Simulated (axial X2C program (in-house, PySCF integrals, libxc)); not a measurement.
**CZrO: bond lengths and stretches, held linear**

One table from this session's results is given with a row withheld; the runs are named, their logs left out.

Method: all-electron X2C, two-component (2c) or spin-free, C dyall-v3z, Zr dyall-v3z, O dyall-av3z; program: an in-house X2C program for linear molecules on PySCF integrals.

All values are calculated.

2 further runs of the same task are left out: 2 set aside as unsound or not needed.

Set-up of the first run:

task.json reads:

```json
{"zs": [6, 40, 8], "q": 0, "bas": ["dyall-v3z", "dyall-v3z", "dyall-av3z"], "r0": [1.94, 1.84], "symm": 0, "scan": ["PBE0", "HF", "TPSSh"], "levels": ["PBE0", "HF", "B3LYP"], "nst": 2}
```

Keys: zs atomic numbers; q charge; bas basis sets; r0 starting distance in Å; symm equal bonds; scan levels of the two-bond scan (MP2 follows by itself at each HF point); levels methods; nst determinants followed.

Command:

```console
python solin.py task.json out
```

Masses C 12.000, Zr 89.905, O 15.995 u.

Among the steps run: Scan at PBE0, 2c; Scan at HF, 2c; Scan at TPSSh, 2c.

One table of the session follows, with a row left open; its other results are not shown here.

```
           level  r(C–Zr) (Å)  r(Zr–O) (Å)  lower stretch (cm⁻¹)  upper stretch (cm⁻¹)
        PBE0, 2c        1.817        1.790                 810.8                 856.2
          HF, 2c        1.872        1.759                 787.6                 921.8
       TPSSh, 2c        1.829        1.810                 795.1                 840.6
         MP2, 2c        1.804        1.816                 777.2                 795.6
 PBE0, spin-free        1.817        1.791                 811.3                 855.9
   HF, spin-free            ?            ?                     ?                     ?
TPSSh, spin-free        1.830        1.811                 795.2                 840.4
  MP2, spin-free        1.805        1.817                 771.0                 796.1
```

**Question.** Estimate the row for HF, spin-free.

As computed: r(C–Zr) (Å): 1.872; r(Zr–O) (Å): 1.760; lower stretch (cm⁻¹): 794.4; upper stretch (cm⁻¹): 922.2.

Scans not shown above were run alike.

MP2 freezes inner shells (threshold -2 hartree). The molecule was held linear; bending was not examined, so a bent shape may lie lower.
